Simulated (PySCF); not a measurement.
# C₅H₅FO₂: magnetic properties

Programs: PySCF 2.14.0, with routines of our own; each step states its level. All values are computed. Atoms count from 0.

## 1. The starting structure

13 atoms, charge 0, multiplicity 1; geometry from: GFN2-xTB.

## 2. Magnetic properties: GIAO BHandHLYP/pcSseg-1

What the job is given:

```
{"job": {"kind": "mag", "xc": "BHandHLYP", "basis": "pcSseg-1", "isotopologues": 2}, "charge": 0, "multiplicity": 1}
O     -2.127843    -0.961824    -0.789706
C     -2.146403     0.014171    -0.085565
O     -3.278807     0.508449     0.440218
C     -0.979592     0.818663     0.323591
C      0.224439     0.557720    -0.103463
C      1.393177     0.245280    -0.558936
C      2.332380    -0.717320     0.107434
F      3.601993    -0.193565     0.140579
H     -4.037399    -0.027970     0.163633
H     -1.188807     1.640923     0.991750
H      1.768671     0.693405    -1.469324
H      2.394276    -1.649390    -0.467896
H      2.039529    -0.928057     1.139814
```

Method: GIAO BHandHLYP/pcSseg-1 magnetisability, rotational g tensor and spin-rotation constants, non-relativistic, gas phase.

Command:

```bash
OMP_NUM_THREADS=1 python excited_run.py task.json out
```

This one command runs all jobs of the session in turn.

Q: Estimate the wall time and peak memory of this first job on 1 thread of Arm Neoverse V2, shared host.

About 17 s, with a peak of 0.76 GiB.
